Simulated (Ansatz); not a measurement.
**CH₈O₃Si₂: up Jacob's ladder to CCSD(T)**

Aim: compute CH₈O₃Si₂ with functionals from several rungs and with coupled cluster, and see how far each lands from CCSD(T) at the basis-set limit for the atomisation energy.

Program: Ansatz 0.2.0, Gaussian basis. Level of theory: functionals in def2-TZVPP, the program's frozen cores in correlated methods. These are calculated values, not measurements.

The runs, in order: PBE-D4, r2SCAN-D4, PBE0-D4, B3LYP-D4, ωB97X-V, ωB97M-V, B2PLYP; CCSD(T)/def2-TZVPP; MP2/def2-QZVPP; extrapolation to the limit.

### 1 Structure used throughout

All runs share one geometry, relaxed beforehand with PBE0-D4 in a triple-zeta def2 set.

14 atoms, charge 0, spin multiplicity 1.

Atoms are counted from 1 here; the program's logs count them from 0.

Bond lengths: C1–Si2 1.845 Å, C1–H7 1.092 Å, C1–H8 1.093 Å, C1–H9 1.093 Å, Si2–O3 1.642 Å, Si2–O4 1.649 Å, Si2–H10 1.488 Å, O3–H11 0.961 Å, O4–Si5 1.628 Å, Si5–O6 1.653 Å, Si5–H12 1.478 Å, Si5–H13 1.483 Å, O6–H14 0.958 Å. Angles: Si2–C1–H7 110.6°, Si2–C1–H8 110.6°, Si2–C1–H9 110.5°, H7–C1–H8 108.5°, H7–C1–H9 108.3°, H8–C1–H9 108.3°, C1–Si2–O3 107.9°, C1–Si2–O4 110.4°, C1–Si2–H10 111.9°, O3–Si2–O4 109.7°, O3–Si2–H10 110.7°, O4–Si2–H10 106.3°, Si2–O3–H11 116.3°, Si2–O4–Si5 134.0°, O4–Si5–O6 110.3°, O4–Si5–H12 110.2°, O4–Si5–H13 108.3°, O6–Si5–H12 105.9° and more.

Coordinates:

```csv
atom,x (Å),y (Å),z (Å)
C1,1.0708,1.5089,-1.6278
Si2,0.6733,-0.0461,-0.7171
O3,1.6508,-0.1238,0.5996
O4,-0.9052,-0.0438,-0.2398
Si5,-1.6701,-0.4426,1.1406
O6,-0.7940,-1.5676,1.9768
H7,0.9221,2.3793,-0.9846
H8,0.4305,1.6149,-2.5067
H9,2.1113,1.5026,-1.9612
H10,0.8496,-1.2497,-1.5732
H11,1.4231,-0.7838,1.2601
H12,-1.7686,0.7351,2.0285
H13,-3.0029,-0.9926,0.7920
H14,-0.9908,-2.4907,1.8127
```

### 2 PBE-D4 (GGA)

in.yaml

```yaml
crystal:
  periodic: [false, false, false]
  atoms:
    - {symbol: C, position_ang: [1.070825, 1.508883, -1.627825]}
    - {symbol: Si, position_ang: [0.673255, -0.046053, -0.717087]}
    - {symbol: O, position_ang: [1.650777, -0.123841, 0.599618]}
    - {symbol: O, position_ang: [-0.905240, -0.043759, -0.239768]}
    - {symbol: Si, position_ang: [-1.670074, -0.442631, 1.140636]}
    - {symbol: O, position_ang: [-0.793992, -1.567580, 1.976800]}
    - {symbol: H, position_ang: [0.922122, 2.379346, -0.984604]}
    - {symbol: H, position_ang: [0.430543, 1.614891, -2.506698]}
    - {symbol: H, position_ang: [2.111340, 1.502575, -1.961207]}
    - {symbol: H, position_ang: [0.849557, -1.249679, -1.573219]}
    - {symbol: H, position_ang: [1.423137, -0.783847, 1.260087]}
    - {symbol: H, position_ang: [-1.768592, 0.735087, 2.028499]}
    - {symbol: H, position_ang: [-3.002896, -0.992649, 0.792049]}
    - {symbol: H, position_ang: [-0.990752, -2.490733, 1.812730]}
basis:
  gaussian: {orbitals: def2-TZVPP}
hamiltonian: {xc: pbe, dispersion: d4}
output: {forces: true, orbitals: {seedname: orbitals}}
```

On the command line:

```
$ ansatz run in.yaml --threads 2 --pin off --events-out ev --progress --plain --max-ram 22528MiB --backend cuda --devices 0, --max-vram 18GiB
```

After this run come: r2SCAN-D4 (meta-GGA); PBE0-D4 (hybrid); B3LYP-D4 (hybrid); ωB97X-V (range-separated); ωB97M-V (range-separated); B2PLYP (double hybrid); CCSD(T) in def2-TZVPP; MP2 in def2-QZVPP.

Q: Predict the results of all the runs planned. Wanted: atomisation energy, CCSD(T)/CBS; farthest; mean size of error, hybrid; mean size of error, range-separated; gap, smallest and largest; T1 diagnostic; triples share of the correlation energy.

The runs gave:

| quantity | value |
| --- | --- |
| atomisation energy, CCSD(T)/CBS | 56.329 eV |
| functionals within 0.282 eV (0.5 %) | PBE-D4, r2SCAN-D4, ωB97X-V, ωB97M-V |
| farthest | PBE0-D4 (-0.978 eV) |
| mean size of error, hybrid | 0.748 eV |
| mean size of error, range-separated | 0.135 eV |
| gap, smallest and largest | 6.25 eV (PBE-D4), 12.91 eV (ωB97X-V) |
| T1 diagnostic | 0.0114 |
| triples share of the correlation energy | 3.4 % |

PBE-D4 is off by -0.135 eV. Double hybrids carry the basis error of their MP2 part in triple zeta, and no dispersion term here, so their miss is partly the set-up's. The reference freezes the cores and leaves out relativity and excitations past (T), so misses under about 0.282 eV can't be ranked. Hartree-Fock recovers 73 % of the binding; the rest is correlation. Orbital gaps span 6.2 to 12.9 eV; exact exchange widens them.
